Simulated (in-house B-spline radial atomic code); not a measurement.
# Ga³⁺: a fraction of an electron removed from 3p

Aim: the energy of Ga³⁺ as a fraction of an electron is removed from 3p, to see how far it bends away from a straight line.

The numbers are computed with in-house B-spline radial atomic code version 1 (scalar-relativistic (spin-free one-electron X2C) SCAN, spin-polarised, spherical fractional occupations, Fermi nucleus, basis-set limit), except any that are marked as measured or tabulated.

### 1 Starting point

```
element       : gallium (Z = 31)
charge        : +3
electrons     : 28
configuration : [Ar] 3d10
Hamiltonian   : scalar-relativistic (X2C)
nucleus       : Fermi, rms radius 3.997 fm
```

Outer shells as boxes (Hund's rule):

[Ar] 3d10
```
[Ar] core
3d [↑↓][↑↓][↑↓][↑↓][↑↓]
```

Where spins are not typed, each open shell is filled with up spins first.

### 2 The start, at fraction 0

The run's settings:

```ini
Z = 31
electrons = 28.0
configuration = [Ar] 3d10
hamiltonian = x2c
method = scan,scan
spin_polarised = True
nucleus = fermi
rms_radius = 3.9973
mass_number = 69
atomic_mass = 68.925573528
speed_of_light = 137.035999084
```

### 3 0.03 electron removed from 3p

The settings differ from step 2 so:

```diff
@@ -1,4 +1,4 @@
 Z = 31
-electrons = 28.0
-configuration = [Ar] 3d10
+electrons = 27.97
+configuration = [Ne] 3s2 3p5.97 3d10
 hamiltonian = x2c
```

### 4 0.13 electron removed from 3p

The settings differ from step 3 so:

```diff
@@ -1,4 +1,4 @@
 Z = 31
-electrons = 27.97
-configuration = [Ne] 3s2 3p5.97 3d10
+electrons = 27.87
+configuration = [Ne] 3s2 3p5.87 3d10
 hamiltonian = x2c
```

### 5 0.28 electron removed from 3p

The settings differ from step 4 so:

```diff
@@ -1,4 +1,4 @@
 Z = 31
-electrons = 27.87
-configuration = [Ne] 3s2 3p5.87 3d10
+electrons = 27.72
+configuration = [Ne] 3s2 3p5.72 3d10
 hamiltonian = x2c
```

### 6 0.45 electron removed from 3p

The settings differ from step 5 so:

```diff
@@ -1,4 +1,4 @@
 Z = 31
-electrons = 27.72
-configuration = [Ne] 3s2 3p5.72 3d10
+electrons = 27.55
+configuration = [Ne] 3s2 3p5.55 3d10
 hamiltonian = x2c
```

### 7 0.5 electron removed from 3p

The settings differ from step 6 so:

```diff
@@ -1,4 +1,4 @@
 Z = 31
-electrons = 27.55
-configuration = [Ne] 3s2 3p5.55 3d10
+electrons = 27.5
+configuration = [Ne] 3s2 3p5.5 3d10
 hamiltonian = x2c
```

### 8 0.53 electron removed from 3p

The settings differ from step 7 so:

```diff
@@ -1,4 +1,4 @@
 Z = 31
-electrons = 27.5
-configuration = [Ne] 3s2 3p5.5 3d10
+electrons = 27.47
+configuration = [Ne] 3s2 3p5.47 3d10
 hamiltonian = x2c
```

### 9 0.7 electron removed from 3p

The settings differ from step 8 so:

```diff
@@ -1,4 +1,4 @@
 Z = 31
-electrons = 27.47
-configuration = [Ne] 3s2 3p5.47 3d10
+electrons = 27.3
+configuration = [Ne] 3s2 3p5.3 3d10
 hamiltonian = x2c
```

### 10 0.77 electron removed from 3p

The settings differ from step 9 so:

```diff
@@ -1,4 +1,4 @@
 Z = 31
-electrons = 27.3
-configuration = [Ne] 3s2 3p5.3 3d10
+electrons = 27.23
+configuration = [Ne] 3s2 3p5.23 3d10
 hamiltonian = x2c
```

### 11 0.92 electron removed from 3p

The settings differ from step 10 so:

```diff
@@ -1,4 +1,4 @@
 Z = 31
-electrons = 27.23
-configuration = [Ne] 3s2 3p5.23 3d10
+electrons = 27.08
+configuration = [Ne] 3s2 3p5.08 3d10
 hamiltonian = x2c
```

### 12 1 electron removed from 3p

The settings differ from step 11 so:

```diff
@@ -1,4 +1,4 @@
 Z = 31
-electrons = 27.08
-configuration = [Ne] 3s2 3p5.08 3d10
+electrons = 27.0
+configuration = [Ne] 3s2 3p5 3d10
 hamiltonian = x2c
```

Q: How does the energy change with the fraction, and which way and how far does it bend from the straight line between the ends?

**Answer**, as computed:

| fraction | energy change (eV) | less the straight line (eV) | level 3p down (eV) | sum of <r²> (bohr²) |
| --- | --- | --- | --- | --- |
| 0 | 0.0000 | 0.0000 | -135.40 | 12.461 |
| 0.03 | 4.0723 | -0.3420 | -136.09 | 12.405 |
| 0.13 | 17.7961 | -1.3326 | -138.39 | 12.221 |
| 0.28 | 38.8161 | -2.3842 | -141.88 | 11.956 |
| 0.45 | 63.2761 | -2.9388 | -145.89 | 11.668 |
| 0.5 | 70.6002 | -2.9719 | -147.08 | 11.585 |
| 0.53 | 75.0233 | -2.9632 | -147.79 | 11.537 |
| 0.7 | 100.4937 | -2.5072 | -151.87 | 11.266 |
| 0.77 | 111.1836 | -2.1175 | -153.56 | 11.158 |
| 0.92 | 134.4901 | -0.8826 | -157.20 | 10.932 |
| 1 | 147.1442 | 0.0000 | -159.15 | 10.815 |

**Reading.** From fraction 0 to 1 the energy changes by 147.144 eV. It sags under the straight line by up to 2.97 eV (at 0.5). Slater's transition state, the slope from the orbital energy at fraction 0.5 (Janak's theorem), gives 147.077 eV for the whole step.
